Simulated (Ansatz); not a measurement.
# C₂H₅ClSSi: one species, many methods

An exercise on one series of results from a longer session: the logs are not shown, and one member is left open.

Computed with Ansatz 0.2.0, Gaussian basis. Level: functionals in def2-TZVPP, the program's frozen cores in correlated methods.

The runs, in order: LDA (SPW92), PBE-D4, revPBE-D4, BLYP-D4, r2SCAN-D4, B97M-V, PBE0-D4, B3LYP-D4, r2SCANh-D4, r2SCAN0-D4, HSE06-D4, BHLYP-D4, CAM-B3LYP-D4, LC-ωPBE, ωB97X-V, ωB97M-V, B2PLYP, PBE-QIDH; CCSD(T)/def2-SVP; CCSD(T)/def2-TZVPP; MP2/def2-QZVPP; extrapolation to the limit; RPA on PBE.

## The relaxed structure

The geometry comes from an earlier relaxation with PBE0-D4 in a triple-zeta def2 set; it is a stationary point, not always the lowest conformer.

SMILES `C=C[SiH](S)Cl`, 10 atoms, charge 0, spin multiplicity 1.

Atoms are counted from 1 here; the program's logs count them from 0.

Bond lengths: C1–C2 1.330 Å, C1–H6 1.086 Å, C1–H7 1.086 Å, C2–Si3 1.850 Å, C2–H8 1.089 Å, Si3–S4 2.124 Å, Si3–Cl5 2.060 Å, Si3–H9 1.480 Å, S4–H10 1.345 Å. Angles: C2–C1–H6 121.6°, C2–C1–H7 121.9°, H6–C1–H7 116.5°, C1–C2–Si3 123.7°, C1–C2–H8 118.9°, Si3–C2–H8 117.4°, C2–Si3–S4 112.6°, C2–Si3–Cl5 107.1°, C2–Si3–H9 113.3°, S4–Si3–Cl5 111.9°, S4–Si3–H9 104.8°, Cl5–Si3–H9 107.1°, Si3–S4–H10 94.0°.

Set-up of the first run:

Input file in.yaml:

```yaml
crystal:
  periodic: [false, false, false]
  atoms:
    - {symbol: C, position_ang: [-1.456469, 0.348788, -0.696493]}
    - {symbol: C, position_ang: [-0.365972, 0.901949, -0.174461]}
    - {symbol: Si, position_ang: [0.902550, -0.039807, 0.788410]}
    - {symbol: S, position_ang: [0.680177, -2.143369, 0.591824]}
    - {symbol: Cl, position_ang: [2.750618, 0.602087, 0.143007]}
    - {symbol: H, position_ang: [-1.663060, -0.712234, -0.589655]}
    - {symbol: H, position_ang: [-2.188192, 0.932327, -1.247757]}
    - {symbol: H, position_ang: [-0.201422, 1.970043, -0.308475]}
    - {symbol: H, position_ang: [0.838160, 0.213165, 2.245256]}
    - {symbol: H, position_ang: [0.786710, -2.124148, -0.748653]}
basis:
  gaussian: {orbitals: def2-TZVPP}
hamiltonian: {xc: lda}
output: {orbitals: {seedname: orbitals}}
```

Launch:

```bash
> ansatz run in.yaml --threads 4 --pin off --events-out ev --progress --plain --max-ram 10444MiB
```

Among the steps run: LDA; PBE-D4 (GGA); revPBE-D4 (GGA); BLYP-D4 (GGA); r2SCAN-D4 (meta-GGA); B97M-V (meta-GGA); B3LYP-D4 (hybrid); r2SCANh-D4 (hybrid); r2SCAN0-D4 (hybrid); HSE06-D4 (hybrid); BHLYP-D4 (hybrid); CAM-B3LYP-D4 (range-separated); LC-ωPBE (range-separated); ωB97X-V (range-separated); ωB97M-V (range-separated); B2PLYP (double hybrid); PBE-QIDH (double hybrid).

One table of the session follows, with a row left open; its other results are not shown here.

It belongs to the step «Orbital energies across the functionals». 

| functional | HOMO (eV) | gap (eV) |
| --- | --- | --- |
| LDA (SPW92) | -6.71 | 4.49 |
| PBE-D4 | -6.57 | 4.59 |
| revPBE-D4 | -6.52 | 4.63 |
| BLYP-D4 | -6.38 | 4.57 |
| r2SCAN-D4 | -6.86 | 5.07 |
| B97M-V | -6.96 | 5.22 |
| PBE0-D4 | -7.82 | 6.81 |
| B3LYP-D4 | -7.54 | 6.34 |
| r2SCANh-D4 | -7.32 | 5.89 |
| r2SCAN0-D4 | -8.00 | 7.10 |
| HSE06-D4 | -7.41 | 6.03 |
| BHLYP-D4 | -8.89 | 8.99 |
| CAM-B3LYP-D4 | -9.13 | 9.28 |
| LC-ωPBE | ? | ? |
| ωB97X-V | -10.19 | 11.40 |
| ωB97M-V | -10.01 | 11.10 |

Estimate the missing values for LC-ωPBE.

The run gave: HOMO (eV): -10.57; gap (eV): 11.85. In the column «HOMO (eV)» it is the lowest.
